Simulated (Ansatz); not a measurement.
**One shape, several levels: InH2Cl (SMILES [H][In]([H])[Cl])**

Aim: a comparison of 6 runs (UHF/STO-3G, B3LYP/STO-3G, CAM-B3LYP/STO-3G, PBE/STO-3G, UMP2/STO-3G, CCSD(T)/STO-3G) of InH2Cl. 

Program for the calculation: Ansatz 0.2.0.

56 further runs of the same task are left out: 2 that didn't finish, 54 set aside as unsound or not needed.

### Step 1. Starting point

The species is InH2Cl (4 atoms), meant as a singlet with charge 0. As SMILES, `[H][In]([H])[Cl]`. The H2–In1 distance was set to 4.282 Å, away from the relaxed value. At this shape a bond of the SMILES string is far longer than usual.

Bond lengths: In1–Cl4 2.278 Å, In1–H3 1.713 Å. Angles: H3–In1–Cl4 120.3°.

### Step 2. The energy at UHF/STO-3G (run 1)

input.yaml reads:

```yaml
crystal:
  periodic: [false, false, false]
  atoms:
    - {symbol: In, position_ang: [-2.498991, 0.142555, -0.017980]}
    - {symbol: H, position_ang: [1.783010, 0.101380, 0.011370]}
    - {symbol: H, position_ang: [-3.324281, 1.643185, -0.037480]}
    - {symbol: Cl, position_ang: [-3.667341, -1.813015, -0.008740]}
basis:
  gaussian:
    orbitals: STO-3G
magnetization:
  spin_polarized: true
hamiltonian:
  xc: hf
accuracy: high
```

Launch:

```sh
ansatz run input.yaml --threads 1 --pin off --max-ram 2610MiB --events-out events.jsonl --progress --plain --runs-dir runs
```

The log of the run:

```text
Warning: RAYON_NUM_THREADS=1 ignored (pool sized by the plan → 1); use --threads N
Functional definition: HF
  name "HF"
  exchange = exact_x
  correlation = 0
679 factors; integrals over basis functions are off by at most 7.5e-9 eV
mean field evaluation 1: about -167027.7186 eV, gradient 9.1e0 eV
mean field evaluation 2: about -167027.7386 eV, gradient 9.1e0 eV
mean field evaluation 4: about -167029.0616 eV, gradient 4.8e0 eV
mean field evaluation 8: about -167033.0160 eV, gradient 1.0e0 eV
mean field evaluation 16: about -167033.0352 eV, gradient 1.4e-2 eV
mean field evaluation 32: about -167038.3611 eV, gradient 3.4e-2 eV
mean field evaluation 64: about -167033.0693 eV, gradient 7.8e0 eV
mean field evaluation 96: about -167028.9987 eV, gradient 3.1e0 eV
mean field -167038.36081282 eV, -6138.5465372037 hartree, gradient 2.8e-8 eV, S^2 1.002898; 2 other end points of the search recorded, 0 dependent functions left out
reference -167038.36081282 eV, -6138.5465372037 hartree; 34, 34 occupied and 4, 4 virtual orbitals, 679 factors
Total energy: -167038.36081282 eV, -6138.5465372037 hartree
```

Run time: 1.8 s. Hardware: 1 thread of Arm Neoverse V1, shared host; peak memory 0.12 GiB.

### Step 3. The energy at B3LYP/STO-3G (run 2)

input.yaml: that of step 2 with these lines changed.

```diff
@@ -10,6 +10,4 @@
     orbitals: STO-3G
-magnetization:
-  spin_polarized: true
+accuracy: high
 hamiltonian:
-  xc: hf
-accuracy: high
+  xc: {name: B3LYP}
```

Launch:

```sh
ansatz run input.yaml --threads 1 --pin off --max-ram 2610MiB --events-out events.jsonl --progress --plain --runs-dir runs
```

The log of the run:

```text
Warning: RAYON_NUM_THREADS=1 ignored (pool sized by the plan → 1); use --threads N
Functional definition: B3LYP
  name "B3LYP"
  parameter a0 = 0.2
  parameter ax = 0.72
  parameter ac = 0.81
  exchange = (1 - a0 - ax)*slater_x + ax*b88_x + a0*exact_x
  correlation = (1 - ac)*vwn_rpa_c + ac*lyp_c
679 factors; integrals over basis functions are off by at most 7.5e-9 eV
mean field evaluation 1: about -167096.1223 eV, gradient 2.5e1 eV
mean field evaluation 2: about -167090.3439 eV, gradient 3.3e1 eV
mean field evaluation 4: about -167099.0716 eV, gradient 8.2e0 eV
mean field evaluation 8: about -167100.1920 eV, gradient 1.1e1 eV
mean field evaluation 16: about -167106.3925 eV, gradient 2.0e-5 eV
mean field -167106.39246206 eV, -6141.0466541998 hartree, gradient 1.4e-8 eV, S^2 0.000000; 0 other end points of the search recorded, 0 dependent functions left out
reference -167106.39249441 eV, -6141.0466553885 hartree; 34, 34 occupied and 4, 4 virtual orbitals, 679 factors
Total energy: -167106.39249441 eV, -6141.0466553885 hartree
```

It took 2.5 s on 1 thread of Arm Neoverse V1, shared host; peak memory 0.12 GiB.

Runs 3 to 4 aren't shown in full; the table further down has their settings and results.

### Step 4. A single-point energy at UMP2/STO-3G (run 5)

in.yaml reads:

```yaml
crystal:
  periodic: [false, false, false]
  atoms:
    - {symbol: In, position_ang: [-2.498991, 0.142555, -0.017980]}
    - {symbol: H, position_ang: [1.783010, 0.101380, 0.011370]}
    - {symbol: H, position_ang: [-3.324281, 1.643185, -0.037480]}
    - {symbol: Cl, position_ang: [-3.667341, -1.813015, -0.008740]}
basis:
  gaussian:
    orbitals: STO-3G
magnetization:
  spin_polarized: true
  initial_magnetization: 0
correlation:
  method: mp2
  frozen_orbitals: {Cl: 5, H: 0, In: 18}
accuracy: high
```

Launch:

```sh
ansatz run in.yaml --threads 1 --pin off --max-ram 2610MiB --events-out events.jsonl --progress --plain --runs-dir runs
```

The log of the run, cut to the lines that bear on the results:

```text
Warning: RAYON_NUM_THREADS=1 ignored (pool sized by the plan → 1); use --threads N
[... 2 set-up lines as earlier in the session ...]
[...]
679 factors; integrals over basis functions are off by at most 7.5e-9 eV
[...]
mean field -167038.36081282 eV, -6138.5465372037 hartree, gradient 2.8e-8 eV, S^2 1.002898; 6 other end points of the search recorded, 0 dependent functions left out
23 core orbitals not correlated: weight in the atoms' cores, before any rotation towards them, 1.000 or more for the frozen orbitals, at most 0.000 for the correlated occupied ones
reference -167038.36081282 eV, -6138.5465372037 hartree; 11, 11 occupied and 4, 4 virtual orbitals, 679 factors
second order -0.56107595 eV of doubles, -0.00000000 eV of singles
Total energy: -167038.92188877 eV, -6138.5671563645 hartree
```

It took 2.1 s on 1 thread of Arm Neoverse V1, shared host; peak memory 0.13 GiB.

### Step 5. The energy at CCSD(T)/STO-3G (run 6)

input.yaml reads:

```yaml
crystal:
  periodic: [false, false, false]
  atoms:
    - symbol: In
      position_ang: [-2.498991, 0.142555, -0.017980]
    - symbol: H
      position_ang: [1.783010, 0.101380, 0.011370]
    - symbol: H
      position_ang: [-3.324281, 1.643185, -0.037480]
    - symbol: Cl
      position_ang: [-3.667341, -1.813015, -0.008740]
basis:
  gaussian:
    orbitals: STO-3G
correlation:
  method: ccsd_t
  frozen_orbitals: {Cl: 5, H: 0, In: 18}
accuracy: high
scf:
  omitted_lower_state_checks: [cluster_reference, increment]
```

Launch:

```sh
ansatz run input.yaml --threads 1 --pin off --max-ram 2610MiB --events-out events.jsonl --progress --plain --runs-dir runs
```

The log of the run:

```text
Warning: RAYON_NUM_THREADS=1 ignored (pool sized by the plan → 1); use --threads N
[... 13 lines left out ...]
23 core orbitals not correlated: weight in the atoms' cores, before any rotation towards them, 1.000 or more for the frozen orbitals, at most 0.000 for the correlated occupied ones
[... 34 lines left out ...]
WARN: these amplitudes may be one of several solutions (largest doubles amplitude 0.94, level shift 12.56 eV)
Total energy: -167039.27237138 eV, -6138.5800363630 hartree
Checks for a lower state left out: cluster_reference, increment
```

Run time: 1 s. Hardware: 1 thread of Arm Neoverse V1, shared host; peak memory 0.094 GiB.

### Step 6. The series

```csv
run,level,frozen core orbitals,energy (Eh),wall time
1,UHF/STO-3G,–,-6138.546537,1.8 s
2,B3LYP/STO-3G,–,-6141.046655,2.5 s
3,CAM-B3LYP/STO-3G,–,-6141.184794,2.8 s
4,PBE/STO-3G,–,-6140.263405,3.9 s
5,UMP2/STO-3G,23,-6138.567156,2.1 s
6,CCSD(T)/STO-3G,23,-6138.580036,1 s
```

### Step 7. Summary of results

```
                                           quantity           value
                                run 6: total energy  -6138.58004 Eh
run 6: correlation energy (23 core orbitals frozen)      -229.2 mEh
                              run 6: (T) correction       -8.07 mEh
                               run 6: T1 diagnostic           0.038
```

**Reading.** Below the UHF energy at the same shape and in the same basis (STO-3G): UMP2 -20.6 mEh; CCSD(T) -33.5 mEh. Some of these start from another determinant than that one, so these aren't their correlation energies. Totals of different functionals can't be ranked against each other. In run 6 the T1 diagnostic is large, so a single reference may not serve. In run 6 the log says that unrestricted orbitals would lower the reference, so the values rest on an unstable closed-shell determinant (other closed-shell runs at this shape may share the fault). In runs 1, 2, 3, 4, 5, 6 the basis is minimal, so the values are rough. In runs 1, 2, 3, 4, 5, 6 relativity is left out where basis or elements ask for it. Spin contamination of the reference: run 1 ⟨S²⟩ = 1.00, run 5 ⟨S²⟩ = 1.00. Where it is this large, the reference is a mixture of spin states, and values that rest on it are in doubt. All runs together took 14 s, the longest 3.9 s.
